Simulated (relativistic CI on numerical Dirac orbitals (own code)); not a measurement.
# Ions with 20 electrons, Ag²⁷⁺ to I³³⁺: levels along an isoelectronic sequence, part 2 of 2

How do the lowest levels of 20-electron ions move as Z rises from 47 to 53? Each ion is run with the same configurations.

Calculated with an in-house relativistic CI code, version 4; Dirac-Coulomb-Breit CI, KLI orbitals optimised for each configuration. The steps go on from the part before.

### Step 5. Sn³⁰⁺ (Z = 50)

Input settings:

```ini
atom Sn  Z=50  charge=30  electrons=20
nucleus A=120  rms_radius_fm=4.6519
hamiltonian dirac-coulomb  breit=on  qed=on  c_scale=1
orbitals kli  potential=per-configuration
slater_scale 1
correlation none
mixing on
configurations
  [Ar] 3d2
  [Ar] 4s2
  [Ar] 3d 4s
  [Ne] 3s2 3p5 3d3
  [Ne] 3s 3p6 3d3
  [Ar] 3d 4p
  [Ne] 3p6 3d4
  [Ne] 3p5 3d5
end
```

From the record:

```text
{
  "status": "converged",
  "levels [i, E_cm, J2, conf, term, w_term, jj, w_jj, g, tau_s]": [
    [0, 0, 4, "3s2 3p6 3d2", "3F", 0.8514, "3d3/2^2", 0.951, 0.7165, "-"],
    [1, 75799.695, 6, "3s2 3p6 3d2", "3F", 0.9993, "3d3/2 3d5/2", 0.9993, 1.079, 0.0001053],
    [2, 97263.062, 0, "3s2 3p6 3d2", "3P", 0.879, "3d3/2^2", 0.8922, "-", 0.2424],
    [3, 125660.32, 8, "3s2 3p6 3d2", "3F", 0.7476, "3d3/2 3d5/2", 0.6978, 1.183, 0.0005341],
    [4, 129969.31, 4, "3s2 3p6 3d2", "3P", 0.4489, "3d3/2 3d5/2", 0.9421, 1.182, 0.0001309],
    [5, 147413.57, 2, "3s2 3p6 3d2", "3P", 0.998, "3d3/2 3d5/2", 0.998, 1.497, 0.0003506],
    [6, 209005.84, 8, "3s2 3p6 3d2", "1G", 0.7473, "3d5/2^2", 0.6977, 1.059, 6.398e-05],
    [7, 227836.36, 4, "3s2 3p6 3d2", "3P", 0.5377, "3d5/2^2", 0.9845, 1.255, 5.283e-05],
    [8, 367987.76, 0, "3s2 3p6 3d2", "1S", 0.8802, "3d5/2^2", 0.8927, "-", 1.448e-05],
    [9, 1259690.6, 4, "3s2 3p5 3d3", "5F*", 0.3718, "3p3/2^3 3d3/2^3", 0.7243, 1.146, 2.766e-09],
    [10, 1265117.8, 2, "3s2 3p5 3d3", "5D*", 0.501, "3p3/2^3 3d3/2^3", 0.6842, 0.9731, 1.713e-09],
    [11, 1281820.2, 0, "3s2 3p5 3d3", "5D*", 0.8938, "3p3/2^3 3d3/2^3", 0.5544, "-", 2.896e-09],
    [12, 1291112.7, 6, "3s2 3p5 3d3", "5F*", 0.4947, "3p3/2^3 3d3/2^2 3d5/2", 0.7147, 1.234, 2.739e-09],
    [13, 1322784.1, 8, "3s2 3p5 3d3", "5F*", 0.4929, "3p3/2^3 3d3/2^2 3d5/2", 0.6761, 1.29, 4.484e-09],
    "... 26 more rows left out ..."
  ],
  "n_levels_all": 422,
  "total_energy [Ha]": -5546.0557071,
  "configurations [conf, odd, states, E_av_cm, breit_Ha, qed_Ha, corr_Ha]": [
    ["3s2 3p6 3d2", 0, 45, 142668, 4.171, 2.953, "-"],
    ["3s2 3p6 4s2", 0, 1, 1.17528e+07, 4.166, 2.983, "-"],
    ["3s2 3p6 3d 4s", 0, 20, 5.84134e+06, 4.168, 2.968, "-"],
    ["3s2 3p5 3d3", 1, 720, 1.70066e+06, 4.133, 2.951, "-"],
    ["3s 3p6 3d3", 0, 240, 2.96693e+06, 4.145, 2.916, "-"],
    ["3s2 3p6 3d 4p", 1, 60, 6.30098e+06, 4.172, 2.956, "-"],
    ["3p6 3d4", 0, 210, 5.84756e+06, 4.121, 2.879, "-"],
    ["3p5 3d5", 1, 1512, 7.39032e+06, 4.085, 2.877, "-"]
  ]
}
```

Wall time 0.51 s (1 thread of Arm Neoverse N1, shared host).

### Step 6. Sb³¹⁺ (Z = 51)

Settings: those of step 5 with these lines changed.

```diff
@@ -1,3 +1,3 @@
-atom Sn  Z=50  charge=30  electrons=20
-nucleus A=120  rms_radius_fm=4.6519
+atom Sb  Z=51  charge=31  electrons=20
+nucleus A=121  rms_radius_fm=4.6802
 hamiltonian dirac-coulomb  breit=on  qed=on  c_scale=1
```

From the record:

```text
{
  "status": "converged",
  "levels [i, E_cm, J2, conf, term, w_term, jj, w_jj, g, tau_s]": [
    [0, 0, 4, "3s2 3p6 3d2", "3F", 0.8435, "3d3/2^2", 0.9557, 0.7194, "-"],
    [1, 84626.02, 6, "3s2 3p6 3d2", "3F", 0.9993, "3d3/2 3d5/2", 0.9993, 1.079, 7.642e-05],
    [2, 101196.27, 0, "3s2 3p6 3d2", "3P", 0.8691, "3d3/2^2", 0.9014, "-", 0.218],
    [3, 137819.48, 8, "3s2 3p6 3d2", "3F", 0.7149, "3d3/2 3d5/2", 0.7311, 1.174, 0.00046],
    [4, 140098.69, 4, "3s2 3p6 3d2", "3P", 0.4533, "3d3/2 3d5/2", 0.9477, 1.182, 9.984e-05],
    [5, 158387.43, 2, "3s2 3p6 3d2", "3P", 0.998, "3d3/2 3d5/2", 0.998, 1.497, 0.000245],
    [6, 226550.81, 8, "3s2 3p6 3d2", "1G", 0.7147, "3d5/2^2", 0.7311, 1.067, 4.733e-05],
    [7, 247944.7, 4, "3s2 3p6 3d2", "3P", 0.5323, "3d5/2^2", 0.9861, 1.251, 3.944e-05],
    [8, 390690.17, 0, "3s2 3p6 3d2", "1S", 0.8702, "3d5/2^2", 0.9019, "-", 1.145e-05],
    [9, 1297560.6, 4, "3s2 3p5 3d3", "5F*", 0.3614, "3p3/2^3 3d3/2^3", 0.7496, 1.14, 2.359e-09],
    [10, 1303707, 2, "3s2 3p5 3d3", "5D*", 0.4854, "3p3/2^3 3d3/2^3", 0.7026, 0.9689, 1.568e-09],
    [11, 1321945.6, 0, "3s2 3p5 3d3", "5D*", 0.8799, "3p3/2^3 3d3/2^3", 0.5832, "-", 2.625e-09],
    [12, 1333610.1, 6, "3s2 3p5 3d3", "5F*", 0.4808, "3p3/2^3 3d3/2^2 3d5/2", 0.6762, 1.215, 2.348e-09],
    [13, 1369023.7, 8, "3s2 3p5 3d3", "5F*", 0.4801, "3p3/2^3 3d3/2^2 3d5/2", 0.7052, 1.282, 3.649e-09],
    "... 26 more rows left out ..."
  ],
  "n_levels_all": 422,
  "total_energy [Ha]": -5795.959214,
  "configurations [conf, odd, states, E_av_cm, breit_Ha, qed_Ha, corr_Ha]": [
    ["3s2 3p6 3d2", 0, 45, 154699, 4.453, 3.161, "-"],
    ["3s2 3p6 4s2", 0, 1, 1.24626e+07, 4.447, 3.193, "-"],
    ["3s2 3p6 3d 4s", 0, 20, 6.19941e+06, 4.449, 3.177, "-"],
    ["3s2 3p5 3d3", 1, 720, 1.77022e+06, 4.412, 3.158, "-"],
    ["3s 3p6 3d3", 0, 240, 3.09412e+06, 4.425, 3.121, "-"],
    ["3s2 3p6 3d 4p", 1, 60, 6.68176e+06, 4.453, 3.164, "-"],
    ["3p6 3d4", 0, 210, 6.09158e+06, 4.4, 3.081, "-"],
    ["3p5 3d5", 1, 1512, 7.69185e+06, 4.361, 3.078, "-"]
  ]
}
```

It took 0.51 s on 1 thread of Arm Neoverse N1, shared host.

### Step 7. Te³²⁺ (Z = 52)

Settings: those of step 6 with these lines changed.

```diff
@@ -1,3 +1,3 @@
-atom Sb  Z=51  charge=31  electrons=20
-nucleus A=121  rms_radius_fm=4.6802
+atom Te  Z=52  charge=32  electrons=20
+nucleus A=130  rms_radius_fm=4.7423
 hamiltonian dirac-coulomb  breit=on  qed=on  c_scale=1
```

From the record:

```text
{
  "status": "converged",
  "levels [i, E_cm, J2, conf, term, w_term, jj, w_jj, g, tau_s]": [
    [0, 0, 4, "3s2 3p6 3d2", "3F", 0.8359, "3d3/2^2", 0.96, 0.7223, "-"],
    [1, 94196.712, 6, "3s2 3p6 3d2", "3F", 0.9993, "3d3/2 3d5/2", 0.9993, 1.078, 5.594e-05],
    [2, 105155.86, 0, "3s2 3p6 3d2", "3P", 0.8592, "3d3/2^2", 0.9099, "-", 0.1968],
    [3, 150681.08, 8, "3s2 3p6 3d2", "3F", 0.682, "3d3/2 3d5/2", 0.7623, 1.166, 0.0004027],
    [4, 150973.96, 4, "3s2 3p6 3d2", "3P", 0.4572, "3d3/2 3d5/2", 0.9528, 1.181, 7.646e-05],
    [5, 170116.23, 2, "3s2 3p6 3d2", "3P", 0.9981, "3d3/2 3d5/2", 0.9981, 1.496, 0.0001728],
    [6, 245617.67, 8, "3s2 3p6 3d2", "1G", 0.6818, "3d5/2^2", 0.7623, 1.075, 3.524e-05],
    [7, 269547.29, 4, "3s2 3p6 3d2", "3P", 0.5273, "3d5/2^2", 0.9875, 1.248, 2.965e-05],
    [8, 414875.06, 0, "3s2 3p6 3d2", "1S", 0.8602, "3d5/2^2", 0.9104, "-", 9.09e-06],
    [9, 1335507.2, 4, "3s2 3p5 3d3", "5F*", 0.3508, "3p3/2^3 3d3/2^3", 0.7728, 1.135, 2.005e-09],
    [10, 1342458.7, 2, "3s2 3p5 3d3", "5D*", 0.4704, "3p3/2^3 3d3/2^3", 0.7201, 0.9658, 1.433e-09],
    [11, 1362242.3, 0, "3s2 3p5 3d3", "5D*", 0.8647, "3p3/2^3 3d3/2^3", 0.6122, "-", 2.409e-09],
    [12, 1376329.8, 6, "3s2 3p5 3d3", "5F*", 0.4597, "3p3/2^3 3d3/2^2 3d5/2", 0.6239, 1.193, 2.052e-09],
    [13, 1416095.5, 8, "3s2 3p5 3d3", "5F*", 0.4663, "3p3/2^3 3d3/2^2 3d5/2", 0.7328, 1.274, 3.024e-09],
    "... 26 more rows left out ..."
  ],
  "n_levels_all": 422,
  "total_energy [Ha]": -6051.8755338,
  "configurations [conf, odd, states, E_av_cm, breit_Ha, qed_Ha, corr_Ha]": [
    ["3s2 3p6 3d2", 0, 45, 167620, 4.747, 3.379, "-"],
    ["3s2 3p6 4s2", 0, 1, 1.31917e+07, 4.74, 3.414, "-"],
    ["3s2 3p6 3d 4s", 0, 20, 6.5676e+06, 4.743, 3.396, "-"],
    ["3s2 3p5 3d3", 1, 720, 1.84224e+06, 4.703, 3.376, "-"],
    ["3s 3p6 3d3", 0, 240, 3.22614e+06, 4.718, 3.336, "-"],
    ["3s2 3p6 3d 4p", 1, 60, 7.07357e+06, 4.748, 3.382, "-"],
    ["3p6 3d4", 0, 210, 6.34434e+06, 4.691, 3.292, "-"],
    ["3p5 3d5", 1, 1512, 8.00368e+06, 4.65, 3.289, "-"]
  ]
}
```

Wall time 0.51 s (1 thread of Arm Neoverse N1, shared host).

### Step 8. I³³⁺ (Z = 53)

Settings: those of step 7 with these lines changed.

```diff
@@ -1,3 +1,3 @@
-atom Te  Z=52  charge=32  electrons=20
-nucleus A=130  rms_radius_fm=4.7423
+atom I  Z=53  charge=33  electrons=20
+nucleus A=127  rms_radius_fm=4.7500
 hamiltonian dirac-coulomb  breit=on  qed=on  c_scale=1
```

From the record:

```text
{
  "status": "converged",
  "levels [i, E_cm, J2, conf, term, w_term, jj, w_jj, g, tau_s]": [
    [0, 0, 4, "3s2 3p6 3d2", "3F", 0.8285, "3d3/2^2", 0.9639, 0.7251, "-"],
    [1, 104550.5, 6, "3s2 3p6 3d2", "3F", 0.9994, "3d3/2 3d5/2", 0.9994, 1.078, 4.129e-05],
    [2, 109137.16, 0, "3s2 3p6 3d2", "3P", 0.8493, "3d3/2^2", 0.9179, "-", 0.1784],
    [3, 162634.7, 4, "3s2 3p6 3d2", "3P", 0.4608, "3d3/2 3d5/2", 0.9574, 1.181, 5.878e-05],
    [4, 164269.51, 8, "3s2 3p6 3d2", "3F", 0.6495, "3d3/2 3d5/2", 0.791, 1.157, 0.0003578],
    [5, 182639.03, 2, "3s2 3p6 3d2", "3P", 0.9982, "3d3/2 3d5/2", 0.9982, 1.496, 0.000123],
    [6, 266297.37, 8, "3s2 3p6 3d2", "1G", 0.6493, "3d5/2^2", 0.791, 1.083, 2.64e-05],
    [7, 292721.11, 4, "3s2 3p6 3d2", "3P", 0.5226, "3d5/2^2", 0.9887, 1.245, 2.243e-05],
    [8, 440625.67, 0, "3s2 3p6 3d2", "1S", 0.8503, "3d5/2^2", 0.9183, "-", 7.25e-06],
    [9, 1373527.8, 4, "3s2 3p5 3d3", "5F*", 0.34, "3p3/2^3 3d3/2^3", 0.7939, 1.13, 1.7e-09],
    [10, 1381369.6, 2, "3s2 3p5 3d3", "5D*", 0.4561, "3p3/2^3 3d3/2^3", 0.7367, 0.9637, 1.304e-09],
    [11, 1402686.7, 0, "3s2 3p5 3d3", "5D*", 0.8483, "3p3/2^3 3d3/2^3", 0.6412, "-", 2.237e-09],
    [12, 1419108.8, 6, "3s2 3p5 3d3", "5F*", 0.4299, "3p3/2^3 3d3/2^2 3d5/2", 0.5577, 1.169, 1.832e-09],
    [13, 1463096.4, 6, "3s2 3p5 3d3", "5D*", 0.3324, "3p3/2^3 3d3/2^3", 0.5004, 1.221, 1.202e-09],
    "... 26 more rows left out ..."
  ],
  "n_levels_all": 422,
  "total_energy [Ha]": -6313.8563563,
  "configurations [conf, odd, states, E_av_cm, breit_Ha, qed_Ha, corr_Ha]": [
    ["3s2 3p6 3d2", 0, 45, 181480, 5.056, 3.608, "-"],
    ["3s2 3p6 4s2", 0, 1, 1.39401e+07, 5.047, 3.646, "-"],
    ["3s2 3p6 3d 4s", 0, 20, 6.94587e+06, 5.051, 3.627, "-"],
    ["3s2 3p5 3d3", 1, 720, 1.91686e+06, 5.009, 3.604, "-"],
    ["3s 3p6 3d3", 0, 240, 3.36324e+06, 5.024, 3.561, "-"],
    ["3s2 3p6 3d 4p", 1, 60, 7.47642e+06, 5.056, 3.611, "-"],
    ["3p6 3d4", 0, 210, 6.60633e+06, 4.996, 3.514, "-"],
    ["3p5 3d5", 1, 1512, 8.32638e+06, 4.951, 3.511, "-"]
  ]
}
```

Wall time 0.51 s (1 thread of Arm Neoverse N1, shared host).

### Step 9. Along the sequence

```
  ion  lowest level  LS (%)  jj (%)  excitation 1 (cm⁻¹)  excitation 2 (cm⁻¹)  excitation 3 (cm⁻¹)
Ag²⁷⁺       3d2 3F2      88      93                53411                85675                93223
Cd²⁸⁺       3d2 3F2      87      94                60229                89497               103375
In²⁹⁺       3d2 3F2      86      95                67680                93361               114184
Sn³⁰⁺       3d2 3F2      85      95                75800                97263               125660
Sb³¹⁺       3d2 3F2      84      96                84626               101196               137819
Te³²⁺       3d2 3F2      84      96                94197               105156               150681
 I³³⁺       3d2 3F2      83      96               104551               109137               162635
```

Levels followed by label (cm⁻¹):

| Z | 3d2 3F2 | 3d2 3F3 | 3d2 3P0 | 3d2 3F4 | 3d2 3P1 | 3d2 1G4 |
| --- | --- | --- | --- | --- | --- | --- |
| 47 | 0.0 | 53411 | 85675 | 93223 | 118642 | 164559 |
| 48 | 0.0 | 60229 | 89497 | 103375 | 127578 | 178106 |
| 49 | 0.0 | 67680 | 93361 | 114184 | 137156 | 192889 |
| 50 | 0.0 | 75800 | 97263 | 125660 | 147414 | 209006 |
| 51 | 0.0 | 84626 | 101196 | 137819 | 158387 | 226551 |
| 52 | 0.0 | 94197 | 105156 | 150681 | 170116 | 245618 |
| 53 | 0.0 | 104551 | 109137 | 164270 | 182639 | 266297 |

### Step 10. What came out

What follows sums up all 2 parts.

```
                        quantity                 value
         lowest level, first ion               3d2 3F2
          lowest level, last ion               3d2 3F2
     changes of the lowest level                  none
             interval 3F2 to 3F3  53410 to 104600 cm⁻¹
mean jj purity of the low levels            86 to 93 %
```

The lowest level stays 3d2 3F2 throughout. Over these ions the splitting within 3d2 3F follows Z^5.6, steeper than the fourth power of a bare nucleus, since the screened charge grows faster than Z. The low levels move towards jj coupling (LS purity 81 to 74 %). Only the listed configurations are in the model.
